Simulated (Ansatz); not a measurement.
**BH₄NS₂: ionisation energy by level of theory**

One table from this session's results is given with a row withheld; the runs are named, their logs left out.

The runs use Ansatz 0.2.0, Gaussian basis; unrestricted cation, the program's frozen cores in correlated methods.

Plan: UKS PBE-D4/def2-TZVPP; UKS r2SCAN-D4/def2-TZVPP; UKS PBE0-D4/def2-TZVPP; UKS B3LYP-D4/def2-TZVPP; UKS wB97X-V/def2-TZVPP; UKS wB97M-V/def2-TZVPP; UKS B2PLYP/def2-TZVPP; UHF-CCSD(T)/def2-TZVPP; UHF-CCSD(T)/def2-QZVPP; extrapolation to the limit; then −ε(HOMO) from the neutral's earlier runs with LDA (SPW92), PBE-D4, revPBE-D4, BLYP-D4, r2SCAN-D4, B97M-V, PBE0-D4, B3LYP-D4, r2SCANh-D4, r2SCAN0-D4, HSE06-D4, BHLYP-D4, CAM-B3LYP-D4, LC-ωPBE, ωB97X-V, ωB97M-V.

## The geometry

All runs share one geometry, relaxed beforehand with PBE0-D4 in a triple-zeta def2 set.

8 atoms, charge 0, spin multiplicity 1.

Atoms are counted from 1 here; the program's logs count them from 0.

Bond lengths: N1–B2 1.397 Å, N1–H5 1.004 Å, N1–H6 1.005 Å, B2–S3 1.824 Å, B2–S4 1.820 Å, S3–H7 1.341 Å, S4–H8 1.343 Å. Angles: B2–N1–H5 123.4°, B2–N1–H6 122.7°, H5–N1–H6 113.9°, N1–B2–S3 118.4°, N1–B2–S4 123.5°, S3–B2–S4 118.0°, B2–S3–H7 97.0°, B2–S4–H8 97.7°.

The first run:

The input, in.yaml:

```yaml
crystal:
  periodic: [false, false, false]
  atoms:
    - {symbol: N, position_ang: [-0.559012, 1.097120, 0.019275]}
    - {symbol: B, position_ang: [0.226686, -0.057758, -0.008528]}
    - {symbol: S, position_ang: [2.041604, 0.126226, -0.025594]}
    - {symbol: S, position_ang: [-0.463160, -1.742288, -0.027394]}
    - {symbol: H, position_ang: [-1.562639, 1.082737, 0.033901]}
    - {symbol: H, position_ang: [-0.165286, 2.021909, 0.027377]}
    - {symbol: H, position_ang: [2.337293, -1.181101, -0.059899]}
    - {symbol: H, position_ang: [-1.763186, -1.403944, -0.014939]}
basis:
  gaussian: {orbitals: def2-TZVPP}
total_charge: 1
magnetization: {spin_polarized: true, initial_magnetization: 1}
hamiltonian: {xc: pbe, dispersion: d4}
```

Started as:

```bash
$ ansatz run in.yaml --threads 2 --pin off --events-out ev --progress --plain --max-ram 22528MiB --backend cpu
```

Steps of the session up to this table: Cation, UKS PBE-D4/def2-TZVPP; Cation, UKS r2SCAN-D4/def2-TZVPP; Cation, UKS PBE0-D4/def2-TZVPP; Cation, UKS B3LYP-D4/def2-TZVPP; Cation, UKS wB97X-V/def2-TZVPP; Cation, UKS wB97M-V/def2-TZVPP; Cation, UKS B2PLYP (frozen core)/def2-TZVPP; Cation, UHF-CCSD(T)/def2-TZVPP; Cation, UHF-CCSD(T)/def2-QZVPP.

One of the session's tables, all rows but one given; the rest of the session is left out.

It belongs to the step «Ionisation energies side by side». Orbital estimates, from the neutral's runs:

| functional | −ε(HOMO) (eV) |
| --- | --- |
| LDA (SPW92) | 6.08 |
| PBE-D4 | 5.96 |
| revPBE-D4 | ? |
| BLYP-D4 | 5.78 |
| r2SCAN-D4 | 6.25 |
| B97M-V | 6.33 |
| PBE0-D4 | 7.18 |
| B3LYP-D4 | 6.92 |
| r2SCANh-D4 | 6.70 |
| r2SCAN0-D4 | 7.37 |
| HSE06-D4 | 6.78 |
| BHLYP-D4 | 8.24 |
| CAM-B3LYP-D4 | 8.48 |
| LC-ωPBE | 9.90 |
| ωB97X-V | 9.52 |
| ωB97M-V | 9.34 |

**Question.** Estimate the row for revPBE-D4.

**Answer.** −ε(HOMO) (eV): 5.92. In the column «−ε(HOMO) (eV)» it lies between BLYP-D4 (5.78) and PBE-D4 (5.96).
